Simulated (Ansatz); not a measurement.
**CH3BO2: vertical ionisation energy**

One table from this session's results is given with a row withheld; the runs are named, their logs left out.

Program: Ansatz 0.2.0, Gaussian basis. Level of theory: unrestricted cation, the program's frozen cores in correlated methods. These are calculated values, not measurements.

The runs, in order: UKS PBE-D4/def2-TZVPP; UKS r2SCAN-D4/def2-TZVPP; UKS PBE0-D4/def2-TZVPP; UKS B3LYP-D4/def2-TZVPP; UKS wB97X-V/def2-TZVPP; UKS wB97M-V/def2-TZVPP; UKS B2PLYP/def2-TZVPP; UHF-CCSD(T)/def2-TZVPP; UHF-MP2/def2-QZVPP; extrapolation to the limit; then −ε(HOMO) from the neutral's earlier runs with LDA (SPW92), PBE-D4, revPBE-D4, BLYP-D4, r2SCAN-D4, B97M-V, PBE0-D4, B3LYP-D4, r2SCANh-D4, r2SCAN0-D4, HSE06-D4, BHLYP-D4, CAM-B3LYP-D4, LC-ωPBE, ωB97X-V, ωB97M-V.

## Structure used throughout

The geometry comes from an earlier relaxation with PBE0-D4 in a triple-zeta def2 set; it is a stationary point, not always the lowest conformer.

SMILES `OB1CO1`, 7 atoms, charge 0, spin multiplicity 1.

Atoms are counted from 1 here; the program's logs count them from 0.

Bond lengths: O1–B2 1.341 Å, O1–H5 0.959 Å, B2–C3 1.507 Å, B2–O4 1.334 Å, C3–O4 1.511 Å, C3–H6 1.087 Å, C3–H7 1.087 Å. Angles: B2–O1–H5 113.6°, O1–B2–C3 159.4°, O1–B2–O4 136.7°, C3–B2–O4 63.9°, B2–C3–O4 52.5°, B2–C3–H6 122.7°, B2–C3–H7 122.7°, O4–C3–H6 112.5°, O4–C3–H7 112.5°, H6–C3–H7 114.0°, B2–O4–C3 63.6°.

The first run:

The input, in.yaml:

```yaml
crystal:
  periodic: [false, false, false]
  atoms:
    - {symbol: O, position_ang: [-1.464363, 0.371732, -1.006662]}
    - {symbol: B, position_ang: [-0.448394, -0.119973, -0.283291]}
    - {symbol: C, position_ang: [0.818630, -0.148295, 0.532905]}
    - {symbol: O, position_ang: [-0.053426, -1.319910, 0.146077]}
    - {symbol: H, position_ang: [-1.427263, 1.323255, -1.122623]}
    - {symbol: H, position_ang: [0.829787, 0.024494, 1.605893]}
    - {symbol: H, position_ang: [1.806330, -0.199303, 0.082200]}
basis:
  gaussian: {orbitals: def2-TZVPP}
total_charge: 1
magnetization: {spin_polarized: true, initial_magnetization: 1}
hamiltonian: {xc: pbe, dispersion: d4}
```

Launch:

```sh
> ansatz run in.yaml --threads 2 --pin off --events-out ev --progress --plain --max-ram 4352MiB
```

Among the steps run: Cation, UKS PBE-D4/def2-TZVPP; Cation, UKS r2SCAN-D4/def2-TZVPP; Cation, UKS PBE0-D4/def2-TZVPP; Cation, UKS B3LYP-D4/def2-TZVPP; Cation, UKS wB97X-V/def2-TZVPP; Cation, UKS wB97M-V/def2-TZVPP; Cation, UKS B2PLYP (frozen core)/def2-TZVPP; Cation, UHF-CCSD(T)/def2-TZVPP; Cation, UHF-MP2/def2-QZVPP.

One of the session's tables, all rows but one given; the rest of the session is left out.

Orbital estimates, from the neutral's runs:

| functional | −ε(HOMO) (eV) |
| --- | --- |
| LDA (SPW92) | 6.83 |
| PBE-D4 | 6.65 |
| revPBE-D4 | 6.58 |
| BLYP-D4 | 6.56 |
| r2SCAN-D4 | 6.90 |
| B97M-V | 6.97 |
| PBE0-D4 | 8.08 |
| B3LYP-D4 | 7.87 |
| r2SCANh-D4 | 7.44 |
| r2SCAN0-D4 | 8.25 |
| HSE06-D4 | ? |
| BHLYP-D4 | 9.45 |
| CAM-B3LYP-D4 | 9.56 |
| LC-ωPBE | 10.93 |
| ωB97X-V | 10.53 |
| ωB97M-V | 10.42 |

**Question.** Estimate the row for HSE06-D4.

**Answer.** −ε(HOMO) (eV): 7.67. In the column «−ε(HOMO) (eV)» it lies between r2SCANh-D4 (7.44) and B3LYP-D4 (7.87).
